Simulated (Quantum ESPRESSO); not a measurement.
Al3Pd:

```
Pd Al
1.0
     3.94691    0.00000    0.00000
     0.00000    3.94691    0.00000
     0.00000    0.00000    3.94691
Pd Al
1 3
Direct
  0.00000 0.00000 0.00000
  0.50000 0.50000 0.00000
  0.50000 0.00000 0.50000
  0.00000 0.50000 0.50000
```

The cell comes from a database or a generator and needn't be the stable form of this composition.

| Property | Result |
| --- | --- |
| Program | Quantum ESPRESSO 7.5 |
| Task | phonons and electron-phonon coupling |
| Functional | PBE |
| Potentials or basis | GBRV 1.5 PBE |
| Cutoff | 612 eV |
| Density cutoff | 4898 eV |
| k mesh | 3 × 3 × 3 |
| Occupations | methfessel-paxton, width 0.272 eV |
| Spin | no spin polarisation |
| Mixing beta | 0.5 |
| Most SCF iterations | 120 |
| SCF threshold | 8e-10 Ry |
| q mesh | 3 × 3 × 3 |

The cell and the atoms were relaxed first, to 15.41 Å³/atom (a = 3.950 Å, b = 3.950 Å, c = 3.950 Å, α = 90.00°, β = 90.00°, γ = 90.00°), and the response was taken there.

**Question.** Is this structure dynamically stable at this level, and how far does the spectrum reach?

**Answer.** No: the interpolated spectrum has imaginary modes, down to 54i cm⁻¹ near X. The highest frequency is 340 cm⁻¹.

Phonon frequencies at the corners of the path (cm⁻¹, interpolated; i marks imaginary ones):
| point | frequencies |
| --- | --- |
| Γ | 0 0 0 94 94 94 209 209 209 337 337 337 |
| X | 54i 54i 50 138 138 203 203 217 257 259 274 274 |
| M | 64 64 78 104 201 211 211 220 229 229 303 305 |
| R | 20 20 20 50 50 50 194 194 289 289 289 340 |

Phonon states per cell in windows of 20 cm⁻¹ (negative: imaginary):
```csv
from (cm⁻¹),total,Pd,Al
-60,0.03,0.02,0.01
-40,0.19,0.15,0.04
-20,0.21,0.17,0.04
0,0.25,0.22,0.04
20,0.50,0.46,0.04
40,1.50,1.38,0.11
60,0.35,0.30,0.04
80,0.10,0.00,0.10
100,0.38,0.04,0.35
120,1.08,0.11,0.97
140,0.66,0.03,0.62
160,0.67,0.02,0.65
180,0.57,0.01,0.55
200,0.94,0.01,0.93
220,0.74,0.01,0.72
240,0.91,0.02,0.89
260,1.09,0.02,1.07
280,0.79,0.01,0.78
300,0.83,0.00,0.83
320,0.21,0.00,0.21
```

Caveat: the k mesh is coarse (spacing up to 0.53 Å⁻¹), so the values aren't converged; the mesh is thin for the phonons of a metal; some modes are imaginary; the interpolated spectrum has imaginary branches, which spoil the λ, ω_log and α²F that the log prints; λ from interpolated matrix elements is rough: modes that symmetry makes equal can differ by tens of percent.
